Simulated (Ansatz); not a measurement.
**SiF: phonons with PBE**

SiF:

```
Si F
1.0
     3.02860    0.00000    0.00000
     0.00000    3.02860    0.00000
     0.00000    0.00000    3.02860
Si F
1 1
Direct
  0.50000 0.50000 0.50000
  0.00000 0.00000 0.00000
```

The cell was built by a generator and needn't be a form met in nature.

```
Program             : Ansatz 0.2.0
Task                : phonons
Functional          : PBE
Potentials or basis : all-electron LAPW, scalar-relativistic
Cutoff              : 189 eV (chosen from the basis error)
Basis error allowed : 0.002 eV/atom
k mesh              : 9 × 9 × 9
Occupations         : fermi-dirac, width 0.05 eV
Spin                : no spin polarisation
```

```json
{
  "Band gap on the k mesh": "none (metal or under the smearing width)",
  "Highest phonon frequency at Γ": "0 cm⁻¹",
  "Most unstable mode": "131i cm⁻¹"
}
```

Levels at points of the mesh, in eV from the Fermi level:
```csv
k point,band 7,band 8,band 9,band 10,band 11,band 12
"(0.00, 0.00, 0.00)",-5.22,-5.22,-5.22,5.15,5.15,5.15
```

Phonon frequencies in cm⁻¹ (negative: imaginary):
```
              q point           frequencies
(0.000, 0.000, 0.000)  -131 -131 -131 0 0 0
```

Run time: 33 s on 1 thread of Intel(R) Xeon(R) Processor @ 2.50GHz (Skylake/Cascade Lake), with other jobs on the host, peak memory 0.3 GiB.

Caveat: a metal's response needs a denser mesh; some modes are imaginary; an odd number of electrons without spin polarisation forces a metal; a magnetic or distorted state may lie lower.
